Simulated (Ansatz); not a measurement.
# C₂H₉BO₂: one species, many methods

One table from this session's results is given with a row withheld; the runs are named, their logs left out.

The runs use Ansatz 0.2.0, Gaussian basis; functionals in def2-TZVPP, the program's frozen cores in correlated methods.

Levels to be run: LDA (SPW92), PBE-D4, revPBE-D4, BLYP-D4, r2SCAN-D4, B97M-V, PBE0-D4, B3LYP-D4, r2SCANh-D4, r2SCAN0-D4, HSE06-D4, BHLYP-D4, CAM-B3LYP-D4, LC-ωPBE, ωB97X-V, ωB97M-V, B2PLYP, PBE-QIDH; CCSD(T)/def2-SVP; CCSD(T)/def2-TZVPP; MP2/def2-QZVPP; extrapolation to the limit; RPA on PBE.

### Structure used throughout

An earlier PBE0-D4 in a triple-zeta def2 set relaxation fixed the geometry.

14 atoms, charge 0, spin multiplicity 1.

Atoms are counted from 1 here; the program's logs count them from 0.

Bond lengths: C1–B2 1.571 Å, C1–H6 1.094 Å, C1–H7 1.094 Å, C1–H8 1.097 Å, B2–C3 1.565 Å, B2–O4 1.372 Å, C3–H9 1.093 Å, C3–H10 1.092 Å, C3–H11 1.098 Å, O4–H12 0.961 Å, O5–H13 0.967 Å, O5–H14 0.959 Å. Angles: B2–C1–H6 111.5°, B2–C1–H7 114.8°, B2–C1–H8 108.9°, H6–C1–H7 108.2°, H6–C1–H8 105.6°, H7–C1–H8 107.4°, C1–B2–C3 123.0°, C1–B2–O4 120.4°, C3–B2–O4 116.6°, B2–C3–H9 112.2°, B2–C3–H10 113.1°, B2–C3–H11 108.7°, H9–C3–H10 109.2°, H9–C3–H11 105.8°, H10–C3–H11 107.5°, B2–O4–H12 113.6°, H13–O5–H14 104.8°.

The first run:

in.yaml reads:

```yaml
crystal:
  periodic: [false, false, false]
  atoms:
    - {symbol: C, position_ang: [-1.141756, 1.568041, 0.809204]}
    - {symbol: B, position_ang: [-0.287751, 0.376767, 0.242975]}
    - {symbol: C, position_ang: [1.229560, 0.182211, 0.575435]}
    - {symbol: O, position_ang: [-0.860847, -0.560315, -0.578979]}
    - {symbol: O, position_ang: [0.836644, -2.375763, -2.088878]}
    - {symbol: H, position_ang: [-0.939124, 1.736374, 1.870709]}
    - {symbol: H, position_ang: [-2.222648, 1.459268, 0.679932]}
    - {symbol: H, position_ang: [-0.842590, 2.492659, 0.300970]}
    - {symbol: H, position_ang: [1.763646, 1.133742, 0.638711]}
    - {symbol: H, position_ang: [1.742424, -0.470440, -0.133823]}
    - {symbol: H, position_ang: [1.316039, -0.276455, 1.568843]}
    - {symbol: H, position_ang: [-1.795610, -0.409056, -0.741150]}
    - {symbol: H, position_ang: [0.218331, -1.784518, -1.638325]}
    - {symbol: H, position_ang: [0.970580, -3.101714, -1.476824]}
basis:
  gaussian: {orbitals: def2-TZVPP}
hamiltonian: {xc: lda}
output: {orbitals: {seedname: orbitals}}
```

Run with:

```bash
$ ansatz run in.yaml --threads 4 --pin off --events-out ev --progress --plain --max-ram 10444MiB
```

Steps of the session up to this table: LDA; PBE-D4 (GGA); revPBE-D4 (GGA); BLYP-D4 (GGA); r2SCAN-D4 (meta-GGA); B97M-V (meta-GGA); B3LYP-D4 (hybrid); r2SCANh-D4 (hybrid); r2SCAN0-D4 (hybrid); HSE06-D4 (hybrid); BHLYP-D4 (hybrid); CAM-B3LYP-D4 (range-separated); LC-ωPBE (range-separated); ωB97X-V (range-separated); ωB97M-V (range-separated); B2PLYP (double hybrid); PBE-QIDH (double hybrid).

One table of the session follows, with a row left open; its other results are not shown here.

It belongs to the step «Orbital energies across the functionals». 

| functional | HOMO (eV) | gap (eV) |
| --- | --- | --- |
| LDA (SPW92) | -6.54 | 5.61 |
| PBE-D4 | -6.37 | 5.70 |
| revPBE-D4 | -6.30 | 5.74 |
| BLYP-D4 | -6.30 | 5.76 |
| r2SCAN-D4 | -6.77 | 6.53 |
| B97M-V | -6.89 | 6.68 |
| PBE0-D4 | ? | ? |
| B3LYP-D4 | -7.94 | 7.99 |
| r2SCANh-D4 | -7.47 | 7.58 |
| r2SCAN0-D4 | -8.51 | 9.15 |
| HSE06-D4 | -7.80 | 7.80 |
| BHLYP-D4 | -10.01 | 10.96 |
| CAM-B3LYP-D4 | -9.80 | 10.89 |
| LC-ωPBE | -11.20 | 13.58 |
| ωB97X-V | -10.84 | 13.00 |
| ωB97M-V | -10.77 | 12.45 |

Q: Estimate the row for PBE0-D4 from the others.

**Answer.** HOMO (eV): -8.22; gap (eV): 8.60. In the column «HOMO (eV)» it lies between r2SCAN0-D4 (-8.51) and B3LYP-D4 (-7.94).
